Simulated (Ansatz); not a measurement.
# Cu12Si: the cost of one run

Method: DFT PBE+D3(BJ), scalar-relativistic, plane waves, PAW, in Ansatz 0.2.0.

3 further runs of the same task are left out: 1 that didn't finish, 2 set aside as unsound or not needed.

## Step 1: The structure to begin with

Symmetry: Fm-3m, No. 225, cubic system. Conventional cell: a = 3.615 Å, b = 3.615 Å, c = 3.615 Å, α = 90.00°, β = 90.00°, γ = 90.00°. Around Cu (site symmetry m-3m) lie 12 Cu at 2.56 Å.

As a file:

```
CELL_PARAMETERS angstrom
0.00000 1.80750 1.80750
1.80750 0.00000 1.80750
1.80750 1.80750 0.00000
ATOMIC_POSITIONS crystal
Cu 0.00000 0.00000 0.00000
```

Source of the structure: the Crystallography Open Database.

## Step 7: Plan of the scan

Atoms count from 1 in the order of the input.

Si is moved over the surface cell at a fixed height above a rigid substrate; the origin of the map has the adsorbate above Cu9; the height is held at 2.20 Å.

First coordinate, position of Si13 along the first surface vector, from above Cu9: 6 values from 0.000 to 0.833, periodic. Second coordinate, position of Si13 along the second surface vector, from above Cu9: 6 values from 0.000 to 0.833, periodic.

Nothing else is relaxed. Points are written as (first, second).

The two vectors of the plane (Å): (2.519, 0.000, 0.000); (-1.260, 2.181, 0.000).

(The set-up runs are not shown.)

## Step 8: Grid point (0/6, 0/6) of the map's two axes

Input file input.yaml:

```yaml
crystal:
  lattice:
    - [5.0378287988, 0.0, 0.0]
    - [-2.5189143994, 4.3628877197, 0.0]
    - [0.0, 0.0, 21.1210738952]
  atoms:
    - { symbol: Cu, position: [0.3333333333, 0.1666666667, 0.1893843097] }
    - { symbol: Cu, position: [0.3333333333, 0.6666666667, 0.1893843097] }
    - { symbol: Cu, position: [0.8333333333, 0.1666666667, 0.1893843097] }
    - { symbol: Cu, position: [0.8333333333, 0.6666666667, 0.1893843097] }
    - { symbol: Cu, position: [0.1666666667, 0.3333333333, 0.2869418959] }
    - { symbol: Cu, position: [0.1666666667, 0.8333333333, 0.2869418959] }
    - { symbol: Cu, position: [0.6666666667, 0.3333333333, 0.2869418959] }
    - { symbol: Cu, position: [0.6666666667, 0.8333333333, 0.2869418959] }
    - { symbol: Cu, position: [0.0, 0.0, 0.3845009934] }
    - { symbol: Cu, position: [0.0, 0.5, 0.3845009934] }
    - { symbol: Cu, position: [0.5, 0.0, 0.3845009934] }
    - { symbol: Cu, position: [0.5, 0.5, 0.3845009934] }
    - { symbol: Si, position: [0.0, 0.0, 0.4886623638] }
basis:
  ecutwfc: 420
kpoints:
  mp_grid: { grid: [6, 6, 1] }
hamiltonian:
  xc: pbe
  pseudopotentials: { kind: paw, azcp: { folder: soft_1 } }
  dispersion: d3bj
scf:
  occupations: { method: gaussian, width: 0.1 }
output:
  forces: true
  eigenvalues: true
efield:
  axis: 3
  dipole_correction: true
  ramp_width: 0.04
```

The run is started by

```bash
$ ansatz run input.yaml --threads 4 --pin off --max-ram 12288MiB --backend cpu --events-out ev --progress --plain --runs-dir out
```

What time and memory should one allow on 4 threads of Arm Neoverse N1, shared host?

About 30 s, with a peak of 1.5 GiB.
